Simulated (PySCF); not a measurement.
# C2H7NOSi: the cost of one run

Programs: PySCF 2.14.0, with density-fitted response routines of our own. Each step states its level of theory. These are calculated values for one molecule in the gas phase, unless marked as measured. Atoms count from 0, in the outputs and in this text.

### 1 The molecule as given

12 atoms, charge 0, multiplicity 1; geometry from: GFN2-xTB. The atoms were then displaced at random by about 0.01 Å, so the start is not that level's minimum.

Bonds of the start (Å): C0–O1 1.44, O1–C2 1.33, C2–N3 1.29, N3–Si4 1.69, C0–H5 1.07, C0–H6 1.08, C0–H7 1.08, C2–H8 1.09, Si4–H9 1.48, Si4–H10 1.47, Si4–H11 1.45.

### 2 Relaxing the molecule at PBE0-D3(BJ)/def2-SVP

What the job is given:

```
{"job": {"xc": "PBE0", "basis": "def2-SVP", "d3": "d3bj", "grid": 1, "shake": 0.01, "kind": "geom"}, "charge": 0, "multiplicity": 1}
C     -1.375210    -0.838240     0.510710
O     -1.662890     0.552010     0.276020
C     -0.678110     1.345550    -0.137420
N      0.571760     1.113590    -0.368420
Si     1.777420    -0.065050    -0.429240
H     -0.648060    -0.933910     1.286900
H     -1.033820    -1.300690    -0.406120
H     -2.324790    -1.246210     0.817180
H     -1.056230     2.365850    -0.229160
H      1.498030    -1.456480    -0.023030
H      2.772980     0.477070     0.506950
H      2.198610    -0.041760    -1.813370
```

The run is started by

```
$ OMP_NUM_THREADS=1 python probes_run.py task.json out
```

The driver reads the jobs from task.json and runs them one after another.

Q: Estimate the wall time and peak memory of this first job on 1 thread of Arm Neoverse V1, shared host.

About 35 s, with a peak of 0.45 GiB.
